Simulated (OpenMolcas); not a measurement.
# H₂⁺ in OpenMolcas, from active space to Ω levels

Which states of H₂⁺ lie lowest, and how does spin–orbit coupling split them?

Program: OpenMolcas 26.06. Level of theory: SA-CASSCF(1,2), XMS-CASPT2, RASSI; ANO-RCC-VTZP. These are calculated values, not measurements.

**1. The job**

C2 symmetry about the axis (a holds Σ, Δ, Γ; b holds Π, Φ, H; Σ⁺ and Σ⁻ are not told apart); roots by multiplicity and irrep: 2a 1.

Active shells: H 1s, H 1s.

m.inp reads:

```
&GATEWAY
Coord
2
angstrom
H 0.0 0.0 0.0
H 0.0 0.0 0.8640
Basis=ANO-RCC-VTZP
Group=XY
RX2C
AMFI
ANGMom
0.0 0.0 0.0
RICD
&SEWARD
&GUESSORB
&RASSCF
FileOrb=$CurrDir/o21.orb
Symmetry=1
Spin=2
nActEl=1 0 0
Inactive=0 0
RAS2=2 0
CIRoot=1 1 1
Linear
Iterations=120 100
OrbListing=Nothing
PRWF=0.15
>>COPY $Project.RasOrb $CurrDir/o21.orb
>>COPY $Project.rasscf.h5 $CurrDir/r21.h5
&CASPT2
XMultistate=all
Imaginary=0.2
IPEA=0.25
MaxIter=40
>>COPY $Project.JobMix JOB001
&RASSI
Nr of JobIphs=1 1
1
SpinOrbit
EJob
Omega
MEES
MESO
Properties=4
'AngMom' 3 'Mltpl  1' 1 'Mltpl  1' 2 'Mltpl  1' 3
Thrs=1.0d-4
>>COPY $Project.rassi.h5 $CurrDir/so.h5
```

Each module block was a call of its own in one work directory; start orbitals came from a preliminary run.

Started as:

```bash
$ pymolcas m.inp
```

**2. CASSCF and CASPT2, block by block**

Output, in excerpt:

```text
++    Wave function specifications:
      Number of closed shell electrons           0
      Number of electrons in active shells       1
      Number of inactive orbitals                0
      Number of active orbitals                  2
      Number of secondary orbitals              26
      Spin quantum number                      0.5
      State symmetry                             1
++    Orbital specifications:
      Symmetry species                           1   2
                                                 a   b
      Frozen orbitals                            0   0
      Inactive orbitals                          0   0
      Active orbitals                            2   0
      RAS2 orbitals                              2   0
      Secondary orbitals                        14  12
      Number of basis functions                 16  12
      printout of CI-coefficients larger than  0.15 for root  1
      energy=      -0.591837
      conf/sym  11     Coeff  Weight
             2  0u   1.00000 1.00000
      Natural orbitals and occupation numbers for root  1
      sym 1:   0.000000   1.000000
      RASSCF energy for state  1                     -0.59183731
::    RASSCF root number  1 Total energy:     -0.59183731
      Von Neumann Entropy (Root   1) =  0.50000
++    Wave function specifications:
      Number of closed shell electrons           0
      Number of electrons in active shells       1
      Number of inactive orbitals                0
      Number of active orbitals                  2
      Number of secondary orbitals              26
      Spin quantum number                      0.5
      State symmetry                             1
      Number of CSFs                             2
      Number of CASSCF root(s) available         1
      CASPT2 state passed to geometry opt.       1
      A file JOBMIX will be created
      This is a CASSCF or RASSCF reference function
  FINAL CASPT2 RESULT:
      Reference energy:          -0.5918373083
      E2 (Non-variational):      -0.0000000000
      Shift correction:          -0.0000000000
      E2 (Variational):          -0.0000000000
      Total energy:              -0.5918373083
[... the kept output breaks off here ...]
```

Spin-free states (degenerate pairs once).

| state | CASSCF root of the same rank (eV) | XMS-CASPT2 (eV) |
| --- | --- | --- |
| (1)2Σ | 0.00 | 0.000 |

State-averaged natural occupations by block (full and empty orbitals left out): 2a: 1.00. Reference weights stay at 1.000.

**3. Spin–orbit coupling by RASSI**

RASSI output, in excerpt:

```text
[... earlier lines were not kept ...]
  SPIN-FREE ENERGIES:
  (Shifted by EMIN (a.u.) =         -0.5918373083)
 SF State       Relative EMIN(au)   Rel lowest level(eV)    D:o, cm**(-1)      Abs_M
     1             0.0000000000        0.0000000000              0.0000         0.0
++ Dipole transition strengths (spin-free states):
     for osc. strength at least  1.00000000E-05
  ( Max oscillator strength is only    0.0000000000000000      )
 Electric-quadrupole - electric-quadrupole not included
 Electric-dipole - electric-octupole not included
 Electric-dipole - magnetic-quadrupole not included
   Eigenvalues of complex Hamiltonian:
  (Shifted by EMIN (a.u.) =         -0.5918373083)
 SO State       Relative EMIN(au)   Rel lowest level(eV)    D:o, cm**(-1)      Omega
     1             0.0000000000        0.0000000000              0.0000         0.5
     2             0.0000000000        0.0000000000              0.0000         0.5
 Weights of the five most important spin-orbit-free states for each spin-orbit state.
 SO State  Total energy (au)           Spin-free states, spin, and weights
    1         0.000000       1 0.5  1.0000
[... the kept output breaks off here ...]
```

It took 2.8 s on 1 thread of Arm Neoverse V1, shared host.

Levels:

```
  Ω  energy (cm⁻¹)   parentage  f from lowest
1/2              0  100% (1)2Σ              0
```

**4. Along the bond: spin-free states**

The same input was run at the other distances; those logs are left out. Energies in eV from the lowest point of the curves kept. Curves are followed by energy order within each symmetry, so they can change character at crossings; Σ⁺ and Σ⁻ are counted together.

```tsv
R (Å)	(1)2Σ
0.743	0.839
0.786	0.566
0.825	0.380
0.864	0.240
0.907	0.129
0.950	0.056
1.011	0.004
1.089	0.000
1.210	0.089
1.382	0.324
1.642	0.759
1.987	1.319
2.592	2.038
```

**5. Along the bond: spin–orbit levels**

Energies in eV from the lowest point of the curves kept. Curves are followed by energy order within each symmetry, so they can change character at crossings; levels whose Ω could not be read are left out of the count.

```tsv
R (Å)	(1)Ω=1/2
0.743	0.839
0.786	0.566
0.825	0.380
0.864	0.240
0.907	0.129
0.950	0.056
1.011	0.004
1.089	0.000
1.210	0.089
1.382	0.324
1.642	0.759
1.987	1.319
2.592	2.038
```

All 13 distances took 40 s on 1 thread of Arm Neoverse V1, shared host.

**6. Summary of results**

| quantity | value |
| --- | --- |
| lowest spin-free state | (1)2Σ |
| lowest level | Ω = 1/2, 100 % (1)2Σ |
| lowering by spin–orbit coupling | 0 cm⁻¹ |

At 0.864 Å the lowest computed level has Ω = 1/2 and is 100 % (1)2Σ. g and u states are not told apart. Only the spin multiplicities and numbers of roots in the input were computed, so the list of states is not complete and the lowest one found need not be the ground state; labels number the states computed.
